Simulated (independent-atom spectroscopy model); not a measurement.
**Angle-resolved XPS of Al2O3 on SiO2**

How does the ratio Al 1s / Si 1s change with emission angle for this film?

Program: independent-atom spectroscopy model, version 2. Model: angle-resolved photoelectron peak ratio of a uniform film on a substrate: exponential attenuation with lengths from TPP-2M (nominal gaps) and the elastic albedo, Dirac-Hartree-Slater cross sections, magic-angle geometry. All values are calculated.

**1. Film and substrate**

0.53 nm of Al2O3 (3.66 g/cm³) on SiO2 (2.2 g/cm³).

**2. The run**

Given to the script:

```json
{
  "film": "Al2O3",
  "film_density": 3.66,
  "base": "SiO2",
  "base_density": 2.2,
  "photon_energy": 9251.7,
  "film_peak": "Al 1s",
  "base_peak": "Si 1s",
  "thickness": 0.53,
  "emission_angle": [0, 10, 20, 30, 40, 45, 50, 55]
}
```

Units: film_density in g/cm³, base_density in g/cm³, photon_energy in eV, thickness in nm, emission_angle in degrees.

What does the calculation give? Wanted: ratio at normal emission; ratio at 55°.

As calculated:

| quantity | value |
| --- | --- |
| ratio at normal emission | 0.0520 |
| ratio at 55° | 0.0921 |
| attenuation length of the substrate peak in the film | 12.6 nm |
| thickness over that length | 0.04 |

**Reading.** At 0° the substrate keeps 96 % of its signal through 0.042 attenuation lengths of film. Tilting to 55° lengthens the path by 1/cos θ and raises the ratio 1.8-fold. Islands, roughness and grazing exit, where elastic scattering matters more, are outside the model.
